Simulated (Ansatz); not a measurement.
Below is the output of a Python script on Ansatz's Python interface that makes harmonic frequencies at the relaxed geometry of BrGeH3, SMILES [GeH3][Br]. Write a script that gives it. Settings (for the species named): CAM-B3LYP, def2-SVP basis, multiplicity 1.

`brgeh3.xyz`
```text
5

Ge    0.15400   -0.04140   -0.09790
Br   -1.59140   -0.14540    1.48020
H     0.12590    1.44680   -0.69080
H    -0.10560   -0.98370   -1.26470
H     1.46710   -0.35000    0.53170
```

```console
$ python run_freq.py
final positions (A) and the move of each atom
Ge    0.14655   -0.00136   -0.13507    0.0551
Br   -1.54481   -0.16720    1.43531    0.0683
H     0.14224    1.43405   -0.66594    0.0324
H    -0.15771   -1.00819   -1.24679    0.0603
H     1.46374   -0.33100    0.57100    0.0438
frequencies (1/cm): 311 586 587 860 889 889 2197 2204 2204
imaginary modes: 0  zero-point energy: 0.6649 eV
H(298 K) - E = 0.7927 eV
S(298 K, 1 bar) = 284.3 J/(mol K) with symmetry number 1
deuterated (1/cm): 310 423 423 616 633 633 1556 1572 1573
zero-point energy falls by 0.1852 eV
```

The script that was run (others could print the same):

`run_freq.py`
```python
"""Harmonic frequencies of BrGeH3 at its relaxed geometry."""

import ansatz as az
from ase import Atoms
from ase.thermochemistry import IdealGasThermo
import numpy as np


def main() -> None:
    geometry = az.Crystal.molecule_from_extxyz("brgeh3.xyz")

    model = geometry.calculation().basis(gaussian="def2-SVP").functional("cam_b3lyp")
    symbols = [site.symbol for site in geometry.cartesian_sites]
    start = np.array([site.position_ang for site in geometry.cartesian_sites], dtype=float)
    report = model.relax(force_tolerance=0.003).run(threads=1, backend="cpu").report
    end = np.array(report["positions_ang"])

    print("final positions (A) and the move of each atom")
    for symbol, xyz, old in zip(symbols, end, start):
        print(f"{symbol:2s} {xyz[0]:10.5f} {xyz[1]:10.5f} {xyz[2]:10.5f}   {np.linalg.norm(xyz - old):7.4f}")

    # frequencies need a stationary point, so they are taken at the relaxed geometry
    minimum = az.Crystal.molecule()
    for symbol, xyz in zip(symbols, end):
        minimum = minimum.atom(symbol, xyz.tolist())
    vibrating = (
        minimum.calculation()
        .basis(gaussian="def2-SVP")
        .functional("cam_b3lyp")
        .phonons(temperatures=(100, 500, 100))
    )
    vib = vibrating.run(threads=1, backend="cpu").report["vibrations"]
    sums = vib["harmonic_sums"]
    modes = [m["omega_inv_cm"] for m in sums["modes_at_gamma"] if m["rigid_motion"] == "no"]
    print("frequencies (1/cm):", " ".join(f"{w:.0f}" for w in modes))
    print("imaginary modes:", sum(w < 0 for w in modes), " zero-point energy:", round(sums["zero_point_energy_ev"], 4), "eV")
    # rigid rotor and ideal gas, symmetry number taken as one
    gas = IdealGasThermo(vib_energies=[w / 8065.544 for w in modes if w > 0], geometry="linear" if len(modes) == 3 * len(symbols) - 5 else "nonlinear",
                         atoms=Atoms(symbols, positions=end), symmetrynumber=1, spin=0.0)
    print(f"H(298 K) - E = {gas.get_enthalpy(298.15, verbose=False):.4f} eV")
    print(f"S(298 K, 1 bar) = {96485.33 * gas.get_entropy(298.15, 1e5, verbose=False):.1f} J/(mol K) with symmetry number 1")

    # all hydrogen replaced by deuterium
    heavier = vibrating.phonons(masses={"H": 2.014102}).run(threads=1, backend="cpu").report["vibrations"]["harmonic_sums"]
    print("deuterated (1/cm):", " ".join(f"{m['omega_inv_cm']:.0f}" for m in heavier["modes_at_gamma"] if m["rigid_motion"] == "no"))
    print("zero-point energy falls by", round(sums["zero_point_energy_ev"] - heavier["zero_point_energy_ev"], 4), "eV")


if __name__ == "__main__":
    main()
```

Caveats:
- The frequencies are harmonic and unscaled, in a modest basis. The result belongs to the one conformer reached from this start, and soft torsions count as harmonic oscillators.
- The entropy takes a symmetry number of 1; a symmetric molecule's is lower by R ln(sigma).
- It ran for 2.7 min on 1 thread of Arm Neoverse V1, on a shared host, peak memory 0.33 GiB.

(Lines on the test bed's own set-up are left out of the output.)
